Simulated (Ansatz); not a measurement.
# LuPt3: the cost of one run

Program: Ansatz 0.2.0 through its Python package. Level of theory: DFT LDA, plane waves, PAW. These are calculated values, not measurements.

### 1 Starting point

LuPt3 Pm-3m: Symmetry: Pm-3m, No. 221, cubic system. Conventional cell: a = 4.027 Å, b = 4.027 Å, c = 4.027 Å, α = 90.00°, β = 90.00°, γ = 90.00°. Lu (site symmetry m-3m) is surrounded by 12 Pt at 2.85 Å. Pt (site symmetry 4/mmm) has 4 Lu at 2.85 Å and 8 Pt at 2.85 Å as nearest neighbours.

Lu P6_3/mmc: It takes space group P6_3/mmc (No. 194, hexagonal). The conventional cell has a = 3.503 Å, b = 3.503 Å, c = 5.551 Å, α = 90.00°, β = 90.00°, γ = 120.00°. Around Lu (site symmetry -6m2) lie 12 Lu at 3.43 to 3.50 Å.

Pt Fm-3m: Symmetry: Fm-3m, No. 225, cubic system. Conventional cell: a = 3.922 Å, b = 3.922 Å, c = 3.922 Å, α = 90.00°, β = 90.00°, γ = 90.00°. Around Pt (site symmetry m-3m) lie 12 Pt at 2.77 Å.

The script reads lupt3_lupt3.xyz:

```xyz
4
Lattice="4.027 0.0 0.0 0.0 4.027 0.0 0.0 0.0 4.027" Properties=species:S:1:pos:R:3 pbc="T T T"
Lu    0.00000000    0.00000000    0.00000000
Pt    0.00000000    2.01350000    2.01350000
Pt    2.01350000    0.00000000    2.01350000
Pt    2.01350000    2.01350000    0.00000000
```

lupt3_lu.vasp, read by the script:

```text
Lu
1.0
   3.50310000    0.00000000    0.00000000
  -1.75155000    3.03377359    0.00000000
   0.00000000    0.00000000    5.55090000
Lu
2
Direct
   0.33333333    0.66666667    0.25000000
   0.66666667    0.33333333    0.75000000
```

The script reads lupt3_pt.vasp:

```text
Pt
1.0
   0.00000000    1.96090000    1.96090000
   1.96090000    0.00000000    1.96090000
   1.96090000    1.96090000    0.00000000
Pt
1
Direct
   0.00000000    0.00000000    0.00000000
```

### 2 Script

formation_lupt3.py reads:

```python
"""Is LuPt3 bound against its elements, after relaxing atoms and volume at fixed cell shape."""

from collections import Counter

import ansatz as az
from ase.io import read
import numpy as np


def solve(name, crystal):
    calc = (
        crystal.calculation()
        .functional("lda")
        .basis(520)
        .kpoints(spacing=0.15)
        .occupations("gaussian", width=0.1)
        .stress()
    )
    calc = calc.relax(force_tolerance=0.02, max_steps=40, fix_cell=["shape"])
    return calc.run()


def counts(outcome):
    return Counter(site.symbol for site in outcome.lattice.sites)

def formation_energy(outcome, mu):
    n = counts(outcome)
    return (outcome.report["energy_sigma0_ev"] - sum(k * mu[element] for element, k in n.items())) / sum(n.values())


def volume_per_atom(outcome):
    return abs(np.linalg.det(outcome.lattice.cell_ang)) / len(outcome.lattice.sites)


def main() -> None:
    phases = {}
    lupt3 = az.Crystal.from_extxyz("lupt3_lupt3.xyz")
    phases["LuPt3"] = lupt3
    atoms = read("lupt3_lu.vasp", format="vasp")
    lu = az.Crystal.from_ase(atoms)
    phases["Lu"] = lu
    atoms = read("lupt3_pt.vasp", format="vasp")
    pt = az.Crystal.from_ase(atoms)
    phases["Pt"] = pt

    done = {name: solve(name, crystal) for name, crystal in phases.items()}

    # energy of one atom in its reference phase
    references = {"Lu": "Lu", "Pt": "Pt"}
    mu = {element: done[name].report["energy_sigma0_ev"] / len(done[name].lattice.sites) for element, name in references.items()}

    target = done["LuPt3"]
    heat = formation_energy(target, mu)
    rows = [(name, len(o.lattice.sites), volume_per_atom(o), formation_energy(o, mu)) for name, o in done.items()]
    print("| phase | atoms | V (A^3/atom) | E_form (eV/atom) |")
    print("| --- | --- | --- | --- |")
    for row in rows:
        print(f"| {row[0]} | {row[1]:d} | {row[2]:.3f} | {row[3]:.4f} |")


if __name__ == "__main__":
    main()
```

### 3 The calls as engine input

The package turns the script's settings into the engine's input (first run):

```yaml
crystal:
  lattice:
    - [4.027, 0.0, 0.0]
    - [0.0, 4.027, 0.0]
    - [0.0, 0.0, 4.027]
  atoms:
    - { symbol: Lu, position: [0.0, 0.0, 0.0] }
    - { symbol: Pt, position: [0.0, 0.5, 0.5] }
    - { symbol: Pt, position: [0.5, 0.0, 0.5] }
    - { symbol: Pt, position: [0.5, 0.5, 0.0] }
basis:
  ecutwfc: 520.0
kpoints:
  mp_grid:
    kspacing: 0.15
hamiltonian:
  xc: lda
scf:
  occupations:
    method: gaussian
    width: 0.1
relax:
  f_tol: 0.02
  max_steps: 40
  cell:
    fix: [shape]
output:
  stress: true
```

### 4 The run

On the command line:

```
$ python formation_lupt3.py
```

Q: Estimate wall time and peak memory on 1 thread of Arm Neoverse V1, shared host.

About 3 min, with a peak of 0.57 GiB.
